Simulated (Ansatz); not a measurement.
# CH6BNSi: up Jacob's ladder to CCSD(T)

How much do the methods differ for CH6BNSi? The plan is to run it at one geometry with functionals of several rungs and with coupled cluster, and see how far each lands from CCSD(T) at the basis-set limit for the atomisation energy.

Program: Ansatz 0.2.0, Gaussian basis. Level of theory: functionals in def2-TZVPP, the program's frozen cores in correlated methods. These are calculated values, not measurements.

Plan: LDA (SPW92), PBE-D4, revPBE-D4, BLYP-D4, r2SCAN-D4, B97M-V, PBE0-D4, B3LYP-D4, r2SCANh-D4, r2SCAN0-D4, HSE06-D4, BHLYP-D4, CAM-B3LYP-D4, LC-ωPBE, ωB97X-V, ωB97M-V, B2PLYP, PBE-QIDH; CCSD(T)/def2-SVP; CCSD(T)/def2-TZVPP; MP2/def2-QZVPP; extrapolation to the limit; RPA on PBE.

## Step 1: Structure used throughout

An earlier PBE0-D4 in a triple-zeta def2 set relaxation fixed the geometry.

10 atoms, charge 0, spin multiplicity 1.

Atoms are counted from 1 here; the program's logs count them from 0.

Bond lengths: B1–C2 1.593 Å, B1–Si4 2.033 Å, B1–H5 1.210 Å, B1–H6 1.209 Å, C2–N3 1.299 Å, C2–H7 1.096 Å, N3–Si4 1.853 Å, N3–H8 1.014 Å, Si4–H9 1.494 Å, Si4–H10 1.494 Å. Angles: C2–B1–Si4 80.4°, C2–B1–H5 111.9°, C2–B1–H6 113.1°, Si4–B1–H5 116.5°, Si4–B1–H6 118.1°, H5–B1–H6 112.7°, B1–C2–N3 109.2°, B1–C2–H7 132.0°, N3–C2–H7 118.8°, C2–N3–Si4 95.6°, C2–N3–H8 123.1°, Si4–N3–H8 141.4°, B1–Si4–N3 74.8°, B1–Si4–H9 126.6°, B1–Si4–H10 126.1°, N3–Si4–H9 106.6°, N3–Si4–H10 106.2°, H9–Si4–H10 105.3°.

Coordinates:

```xyz
10

B    -0.8441    0.7906    0.4518
C    -0.0435    0.6333   -0.9165
N     0.7300   -0.4082   -0.8430
Si    0.2590   -0.8596    0.8911
H    -2.0330    0.6208    0.3015
H    -0.5898    1.8182    1.0357
H    -0.0479    1.2235   -1.8406
H     1.3299   -0.7069   -1.6043
H    -0.2078   -2.2782    0.8523
H     1.5303   -0.8847    1.6751
```

## Step 2: LDA

This LDA is Slater exchange with PW92 correlation.

File in.yaml:

```yaml
crystal:
  periodic: [false, false, false]
  atoms:
    - {symbol: B, position_ang: [-0.844077, 0.790582, 0.451842]}
    - {symbol: C, position_ang: [-0.043519, 0.633323, -0.916499]}
    - {symbol: N, position_ang: [0.729987, -0.408208, -0.842978]}
    - {symbol: Si, position_ang: [0.258978, -0.859642, 0.891106]}
    - {symbol: H, position_ang: [-2.033006, 0.620797, 0.301495]}
    - {symbol: H, position_ang: [-0.589816, 1.818157, 1.035686]}
    - {symbol: H, position_ang: [-0.047876, 1.223452, -1.840637]}
    - {symbol: H, position_ang: [1.329873, -0.706871, -1.604323]}
    - {symbol: H, position_ang: [-0.207848, -2.278236, 0.852256]}
    - {symbol: H, position_ang: [1.530304, -0.884657, 1.675054]}
basis:
  gaussian: {orbitals: def2-TZVPP}
hamiltonian: {xc: lda}
output: {orbitals: {seedname: orbitals}}
```

Launch:

```sh
$ ansatz run in.yaml --threads 2 --pin off --events-out ev --progress --plain --max-ram 4352MiB
```

Further steps of the session: PBE-D4 (GGA); revPBE-D4 (GGA); BLYP-D4 (GGA); r2SCAN-D4 (meta-GGA); B97M-V (meta-GGA); B3LYP-D4 (hybrid); r2SCANh-D4 (hybrid); r2SCAN0-D4 (hybrid); HSE06-D4 (hybrid); BHLYP-D4 (hybrid); CAM-B3LYP-D4 (range-separated); LC-ωPBE (range-separated); ωB97X-V (range-separated); ωB97M-V (range-separated); B2PLYP (double hybrid); PBE-QIDH (double hybrid); CCSD(T) in def2-SVP; CCSD(T) in def2-TZVPP; MP2 in def2-QZVPP; RPA on PBE orbitals.

Before running them: what should the planned runs give, taken together? Wanted: atomisation energy, CCSD(T)/CBS; farthest beyond LDA; mean size of error, GGA; mean size of error, meta-GGA; mean size of error, hybrid; mean size of error, range-separated; mean size of error, double hybrid; gap, smallest and largest; T1 diagnostic.

As calculated:

```
                               quantity                                      value
        atomisation energy, CCSD(T)/CBS                              3492.5 kJ/mol
 functionals within 17.5 kJ/mol (0.5 %)   revPBE-D4, r2SCANh-D4, LC-ωPBE, PBE-QIDH
                    farthest beyond LDA                      PBE-D4 (+92.5 kJ/mol)
                mean size of error, GGA                                43.8 kJ/mol
           mean size of error, meta-GGA                                33.8 kJ/mol
             mean size of error, hybrid                                31.9 kJ/mol
    mean size of error, range-separated                                30.0 kJ/mol
      mean size of error, double hybrid                                13.5 kJ/mol
              gap, smallest and largest  3.34 eV (LDA (SPW92)), 10.55 eV (LC-ωPBE)
                          T1 diagnostic                                     0.0161
triples share of the correlation energy                                      4.2 %
```

In words: LDA overbinds by 518.3 kJ/mol (15 %). PBE-D4 misses by +92.5 kJ/mol. Double hybrids carry the basis error of their MP2 part in triple zeta, and no dispersion term here, so their miss is partly the set-up's. Taken by rung, double hybrid functionals do best (13.5 kJ/mol on average) and GGA ones worst beyond LDA (43.8 kJ/mol). Misses under about 17.5 kJ/mol are within the doubt on the reference itself, which lacks core-valence correlation, relativity and higher excitations. Hartree-Fock recovers 73 % of the binding; the rest is correlation. CCSD(T) in def2-SVP is off by -190.0 kJ/mol, worse than the median functional, from the basis alone. Orbital gaps span 3.3 to 10.6 eV; exact exchange widens them.
